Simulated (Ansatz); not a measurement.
# CH₆NPSi: basis-set convergence

How large a basis does CH₆NPSi need? Two functionals are run in growing sets.

Program: Ansatz 0.2.0, Gaussian basis. Level of theory: one geometry, several basis sets. These are calculated values, not measurements.

Levels to be run: PBE0-D4/def2-SVP; ωB97M-V/def2-SVP; PBE0-D4/def2-QZVPP; ωB97M-V/def2-QZVPP; the functionals' def2-TZVPP values are taken from earlier runs.

### Step 1. The geometry

An earlier PBE0-D4 in a triple-zeta def2 set relaxation fixed the geometry.

10 atoms, charge 0, spin multiplicity 1.

Atoms are counted from 1 here; the program's logs count them from 0.

Bond lengths: C1–N2 1.466 Å, C1–Si4 1.900 Å, C1–H5 1.094 Å, C1–H6 1.100 Å, N2–P3 1.737 Å, N2–H7 1.012 Å, P3–Si4 2.263 Å, P3–H8 1.446 Å, Si4–H9 1.486 Å, Si4–H10 1.487 Å. Angles: N2–C1–Si4 91.6°, N2–C1–H5 113.0°, N2–C1–H6 113.5°, Si4–C1–H5 118.7°, Si4–C1–H6 110.6°, H5–C1–H6 108.8°, C1–N2–P3 108.8°, C1–N2–H7 117.6°, P3–N2–H7 119.0°, N2–P3–Si4 73.5°, N2–P3–H8 101.5°, Si4–P3–H8 89.9°, C1–Si4–P3 77.1°, C1–Si4–H9 113.6°, C1–Si4–H10 118.5°, P3–Si4–H9 114.1°, P3–Si4–H10 120.8°, H9–Si4–H10 109.6°.

### Step 2. PBE0-D4 in def2-SVP

File in.yaml:

```yaml
crystal:
  periodic: [false, false, false]
  atoms:
    - {symbol: C, position_ang: [-0.518867, 0.753665, -0.280266]}
    - {symbol: N, position_ang: [0.388714, 0.867215, 0.865229]}
    - {symbol: P, position_ang: [0.973882, -0.715978, 1.275863]}
    - {symbol: Si, position_ang: [0.382274, -0.797308, -0.907383]}
    - {symbol: H, position_ang: [-0.525930, 1.647348, -0.910694]}
    - {symbol: H, position_ang: [-1.554234, 0.512422, 0.003585]}
    - {symbol: H, position_ang: [0.126517, 1.500544, 1.609101]}
    - {symbol: H, position_ang: [-0.253054, -1.393608, 1.631476]}
    - {symbol: H, position_ang: [1.493120, -0.499886, -1.848109]}
    - {symbol: H, position_ang: [-0.429222, -1.925515, -1.435801]}
basis:
  gaussian: {orbitals: def2-SVP}
hamiltonian: {xc: pbe0, dispersion: d4}
output: {orbitals: {seedname: orbitals}}
```

Launch:

```bash
ansatz run in.yaml --threads 2 --pin off --events-out ev --progress --plain --max-ram 4352MiB
```

Further steps of the session: ωB97M-V in def2-SVP; PBE0-D4 in def2-QZVPP; ωB97M-V in def2-QZVPP.

Q: Predict the results of all the runs planned. Wanted: PBE0-D4: double and triple zeta above quadruple; ωB97M-V: double and triple zeta above quadruple.

As calculated:

| quantity | value |
| --- | --- |
| PBE0-D4: double and triple zeta above quadruple | 9.77, 0.72 eV |
| ωB97M-V: double and triple zeta above quadruple | 9.87, 0.67 eV |

For PBE0-D4 the step from double to triple zeta gains 9.05 eV and the next only 0.72 eV. Total energies overstate the basis error of differences, where much of it tends to cancel. The LUMO of ωB97M-V is positive and keeps falling with the basis (1.96 to 1.09 eV): an unbound level that the basis holds in place.
